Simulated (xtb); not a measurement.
**C2H7BOSi (SMILES CO[SiH]1BC1): GFN-FF (hydrogen mass 1 u, md dump 30 fs, md temperature 298.15 K, md time 0.3 ps)**

We compute molecular dynamics of C2H7BOSi. 

Program for the calculation: xtb 6.7.1.

6 further runs of the same task are left out: 6 set aside as unsound or not needed.

## (1) The structure to begin with

C2H7BOSi: 12 atoms, total charge 0, spin state singlet. SMILES: `CO[SiH]1BC1`. All atoms were displaced at random from a relaxed shape. The run starts from this shape.

Bond lengths: C1–O2 1.384 Å, O2–Si3 1.534 Å, Si3–B4 1.990 Å, B4–C5 1.463 Å, C1–H6 1.127 Å, C1–H7 1.219 Å, C1–H8 1.222 Å, Si3–H9 1.441 Å, B4–H10 1.175 Å, C5–H11 1.059 Å, C5–H12 1.156 Å. Some angles: C1–O2–Si3 137.4°, O2–Si3–B4 118.8°, Si3–B4–C5 115.0°, O2–C1–H6 117.2°, O2–C1–H7 112.7°, O2–C1–H8 114.0°, O2–Si3–H9 108.8°, B4–Si3–H9 132.1°, Si3–B4–H10 116.6°, C5–B4–H10 128.2°.

## (2) Molecular dynamics at GFN-FF (hydrogen mass 1 u, md dump 30 fs, md temperature 298.15 K, md time 0.3 ps)

detailed.inp reads:

```
$chrg 0
$spin 0
$md
   temp=298.15
   time=0.3
   step=1
   dump=30
   hmass=1
   shake=0
$end
```

in.coord reads:

```
$coord angs
    -1.6428080     0.0673270     1.6665270  C
    -0.7267670     0.0748350     0.6293570  O
    -0.0096030    -0.9564480    -0.2504980  Si
     1.4503540    -0.3409870    -1.4541820  B
     1.7289500     1.0942100    -1.4051540  C
    -1.2786920     0.4084920     2.6768070  H
    -2.1288680    -1.0343630     1.8562500  H
    -2.5699330     0.8492720     1.5155350  H
    -0.5081440    -2.2696150     0.0712660  H
     1.9222150    -1.1494130    -2.1640500  H
     1.3389720     1.8284780    -0.7494750  H
     2.5259670     1.5729370    -2.0914510  H
$end
```

Started as:

```
$ xtb in.coord --gff -I detailed.inp --md -P 1 | tee xtb.out
```

What values should one expect? Wanted: potential energy of the last frame.

Answer, from the run:

Level: GFN-FF (hydrogen mass 1 u, md dump 30 fs, md temperature 298.15 K, md time 0.3 ps).

```
                          quantity        value
potential energy of the last frame  -1.47465 Eh
```
